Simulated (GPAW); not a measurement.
Crystal: Ti3S2.

```xyz
5
Lattice="2.7131 1.5664 3.2376 -2.7131 1.5664 3.2376 0.0000 -3.1328 3.2376" Properties=species:S:1:pos:R:3 pbc="T T T"
Ti   -0.9107   -1.5555    3.2376
Ti    1.8024   -0.0109    3.2376
Ti   -0.8918    1.5664    3.2376
S     0.0000    0.0000    1.6302
S     0.0000    0.0000    8.0827
```

The cell comes from a database or a generator and needn't be the stable form of this composition.

Base run:

- Program: GPAW 26.7.0
- Functional: PBEsol
- Potentials or basis: PAW data sets generated in the run's folder for this functional
- Cutoff: 600 eV
- Basis: pw
- k mesh: 6 × 6 × 6
- Occupations: fermi-dirac, width 0.05 eV
- Spin: no spin polarisation
- Hubbard terms: Ti d U = 1 eV

Its results: pressure -3.5 GPa; largest force 0.016 eV/Å.

The run is repeated on the same cell with these changes: hubbard terms from Ti d U = 1 eV to Ti d U = 2 eV. What comes out?

Pressure -2.6 GPa; largest force 0.006 eV/Å.

Caveats: U without spin polarisation on a metal has little footing.
